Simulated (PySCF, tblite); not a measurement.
# C2H12N2OSi3: geometry, infrared bands and NMR shifts

Aim: predict the infrared bands and NMR shifts of C2H12N2OSi3 (`CN(C=O)[SiH2]N([SiH3])[SiH3]`).

Programs: tblite 0.8.0 and PySCF 2.14.0, with density-fitted response routines of our own. Each step states its level of theory. These are calculated values for one molecule in the gas phase, unless marked as measured. Atoms count from 0, in the outputs and in this text.

### 1 The molecule as given

20 atoms, charge 0, multiplicity 1; geometry from: force field or distance geometry start.

Bonds of the start (Å): C0–N1 1.41, N1–C2 1.42, C2–O3 1.26, N1–Si4 1.77, Si4–N5 1.78, N5–Si6 1.76, N5–Si7 1.81, C0–H8 1.08, C0–H9 1.13, C0–H10 1.12, C2–H11 1.10, Si4–H12 1.46, Si4–H13 1.49, Si6–H14 1.47, Si6–H15 1.47, Si6–H16 1.48, Si7–H17 1.47, Si7–H18 1.48, Si7–H19 1.46.

### 2 Optimising the geometry with GFN2-xTB

Job settings and geometry (Å):

```
{"job": {"kind": "relax", "xc": "GFN2-xTB", "basis": "xTB"}, "charge": 0, "multiplicity": 1}
C     -2.105600     0.509600    -0.977500
N     -1.732400    -0.413200     0.018900
C     -2.731900    -1.162000     0.704600
O     -2.362000    -1.977500     1.589600
Si    -0.048000    -0.701800     0.492500
N      1.138600     0.266300    -0.408500
Si     1.502400     1.835000     0.313900
Si     2.636200    -0.737900    -0.541600
H     -1.388500     0.703800    -1.766800
H     -2.454400     1.462700    -0.490900
H     -3.040100     0.106800    -1.454000
H     -3.803600    -1.035900     0.469700
H      0.105200    -0.516000     1.931800
H      0.243500    -2.138500     0.215600
H      0.522700     2.863600    -0.067100
H      2.850200     2.232200    -0.102000
H      1.502100     1.820500     1.795800
H      2.322000    -1.967400    -1.283800
H      3.138600    -1.117200     0.798300
H      3.699900    -0.022600    -1.241600
```

The run is started by

```
$ OMP_NUM_THREADS=1 python probes_run.py task.json out
```

One launch serves the whole session: the jobs run in the order shown.

**Question.** This job is followed by: GFN2-xTB harmonic vibrations, gas phase; GIAO PBE0/pcSseg-1 NMR shielding, non-relativistic, gas phase. Predict these results of the whole session: strongest single infrared mode (GFN2-xTB); zero-point energy (GFN2-xTB); ¹³C shifts against TMS (PBE0/pcSseg-1); ¹H shifts against TMS (PBE0/pcSseg-1, means over atoms taken as alike); ¹⁵N shifts against NH3 (PBE0/pcSseg-1); ¹⁷O shifts against H2O (PBE0/pcSseg-1); ²⁹Si shifts against TMS (PBE0/pcSseg-1, means over atoms taken as alike); surface potential, 1st and 99th percentile.

The runs gave:

| quantity | value |
| --- | --- |
| strongest single infrared mode (GFN2-xTB) | 798 cm⁻¹, 792 km/mol |
| zero-point energy (GFN2-xTB) | 83.5 kcal/mol |
| ¹³C shifts against TMS (PBE0/pcSseg-1) | 174.0, 28.0 ppm |
| ¹H shifts against TMS (PBE0/pcSseg-1, means over atoms taken as alike) | 8.50, 5.16, 4.85, 2.99 ppm |
| ¹⁵N shifts against NH3 (PBE0/pcSseg-1) | 126.5, -7.0 ppm |
| ¹⁷O shifts against H2O (PBE0/pcSseg-1) | 433.9 ppm |
| ²⁹Si shifts against TMS (PBE0/pcSseg-1, means over atoms taken as alike) | -40.1, -44.2 ppm |
| surface potential, 1st and 99th percentile | -1.82 V and 1.30 V |

What this shows: The optimisation took 129 steps and gained 0.976 eV; among the close pairs (by a distance rule), N1–C2 changed most, from 1.425 to 1.329 Å. No mode is imaginary among the 54: a minimum at this level. The strongest single mode, at 798 cm⁻¹, has its largest shares on H17, H18, H14 and H16 (the list is cut at 4 atoms). Unscaled tight-binding wavenumbers are off by several per cent, some by more. Its intensities can rank the bands wrongly. At PBE0/pcSseg-1: The largest span, 678 ppm, is at O3, where the paramagnetic term is -502 ppm.
